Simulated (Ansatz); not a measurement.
# CGeSi: the cost of one run

Program: Ansatz 0.2.0, Gaussian basis. Level of theory: cc-pVTZ, core rule «outside noble gas», up to 20 orbitals frozen. These are calculated values, not measurements.

To be run: UHF; CCSD(T) on ROHF; CCSD(T) on UHF; BCCD(T) on ROHF; CCSDT(Q) on ROHF; CCSDT(Q) on UHF.

3 further runs of the same task are left out: 3 set aside as unsound or not needed.

### Step 1. The geometry

The geometry is a PBE0/def2-TZVP stationary point (not a proven minimum) of the parent state, kept for this charge and spin. No spin-orbit coupling is included. The filled d shell of Ge may be among the frozen orbitals whatever the setting's name suggests; the logs give the count.

3 atoms, charge 1, spin multiplicity 2.

Atoms are counted from 1 here; the program's logs count them from 0.

Bond lengths: C1–Si2 1.691 Å, C1–Ge3 1.773 Å. Angles: Si2–C1–Ge3 121.6°.

As a file:

```xyz
3
CGeSi
C     0.0000   -0.7333    0.6638
Si    0.0000    0.1587    2.1009
Ge    0.0000    0.0599   -0.9221
```

### Step 2. UHF

in.yaml

```yaml
crystal:
  periodic: [false, false, false]
  atoms:
    - {symbol: C, position_ang: [0.000000, -0.733271, 0.663841]}
    - {symbol: Si, position_ang: [0.000000, 0.158705, 2.100901]}
    - {symbol: Ge, position_ang: [0.000000, 0.059881, -0.922055]}
basis:
  gaussian: {orbitals: cc-pVTZ}
total_charge: 1
magnetization: {spin_polarized: true, initial_magnetization: 1}
hamiltonian: {xc: hf}
output: {orbitals: {seedname: orbitals}}
```

On the command line:

```bash
ansatz run in.yaml --threads 1 --pin off --events-out ev --progress --plain --max-ram 4096MiB --backend cpu
```

What time and memory should one allow on 1 thread of AMD EPYC 7R13, shared host?

About 28 s, with a peak of 0.29 GiB.
